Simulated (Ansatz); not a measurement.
# Sn3Cl5: one candidate of a structure search

Where does this trial cell of Sn3Cl5 go when cell and atoms are let free?

Computed with Ansatz 0.2.0 (DFT PBE, scalar-relativistic, plane waves, PAW, unless a step's input says otherwise).

## 1. The starting structure

Symmetry: Pm-3m, No. 221, cubic system. The conventional cell has a = 6.393 Å, b = 6.393 Å, c = 6.393 Å, α = 90.00°, β = 90.00°, γ = 90.00°. Sn (site symmetry 4/mmm) is surrounded by 6 Cl at 3.20 Å. Cl (site symmetry 4/mmm) is surrounded by 4 Sn at 3.20 Å and 2 Cl at 3.20 Å. Cl (site symmetry m-3m) has 6 Cl at 3.20 Å in its first shell of neighbours. Around Cl (site symmetry m-3m) lie 6 Sn at 3.20 Å.

Coordinates:

```xyz
8
Lattice="6.3926 0.0000 0.0000 0.0000 6.3926 0.0000 0.0000 0.0000 6.3926" Properties=species:S:1:pos:R:3 pbc="T T T"
Sn    0.0000    3.1963    3.1963
Sn    3.1963    0.0000    3.1963
Sn    3.1963    3.1963    0.0000
Cl    3.1963    0.0000    0.0000
Cl    0.0000    3.1963    0.0000
Cl    0.0000    0.0000    3.1963
Cl    0.0000    0.0000    0.0000
Cl    3.1963    3.1963    3.1963
```

The cell is invented: random cell by space group and Wyckoff sites (Pm-3m, No. 221). The dimensions are guesses.

## 2. A first look at the guess

The input, input.yaml:

```yaml
crystal:
  lattice:
    - [6.39263828, 0.0, 0.0]
    - [0.0, 6.39263828, 0.0]
    - [0.0, 0.0, 6.39263828]
  atoms:
    - { symbol: Sn, position: [0.0, 0.5, 0.5] }
    - { symbol: Sn, position: [0.5, 0.0, 0.5] }
    - { symbol: Sn, position: [0.5, 0.5, 0.0] }
    - { symbol: Cl, position: [0.5, 0.0, 0.0] }
    - { symbol: Cl, position: [0.0, 0.5, 0.0] }
    - { symbol: Cl, position: [0.0, 0.0, 0.5] }
    - { symbol: Cl, position: [0.0, 0.0, 0.0] }
    - { symbol: Cl, position: [0.5, 0.5, 0.5] }
basis:
  ecutwfc: 420
kpoints:
  mp_grid: { grid: [4, 4, 4] }
hamiltonian:
  xc: pbe
scf:
  occupations: { method: gaussian, width: 0.1 }
  lower_state_search: "off"
output:
  forces: true
  stress: true
  eigenvalues: true
```

Command:

```sh
$ ansatz run input.yaml --threads 1 --pin off --max-ram 2560MiB --backend cpu --events-out ev --progress --plain --runs-dir out
```

The session goes on with these runs: a loose first relaxation; relaxation on the finer mesh.

Before running it: what results should come out? Wanted: conventional cell; volume; energy over the elements; gap on the mesh.

**Answer**, as computed:

```
                                                                       quantity                                                                      value
                                         symmetry at the end (tolerance 0.05 Å)                                                space group Pm-3m (No. 221)
                                                              conventional cell  a = 6.122 Å, b = 6.122 Å, c = 6.122 Å, α = 90.00°, β = 90.00°, γ = 90.00°
                                                                         volume                                                              28.67 Å³/atom
energy over the elements (uncorrected; H, N, O, F and Cl as molecules), grey Sn                                                              -0.35 eV/atom
                                                                gap on the mesh                                                               none (metal)
```

What this shows: The space group Pm-3m (No. 221) is kept, and the volume per atom shrinks by 12.2 % from the first guess. It lies below the elements, which doesn't yet make it stable: competing phases were not computed in this session. No finished test with a distortion of lower symmetry is shown, so the end may be a saddle point. Spin polarisation is off in the runs that give these values; a magnetic solution could lie lower.
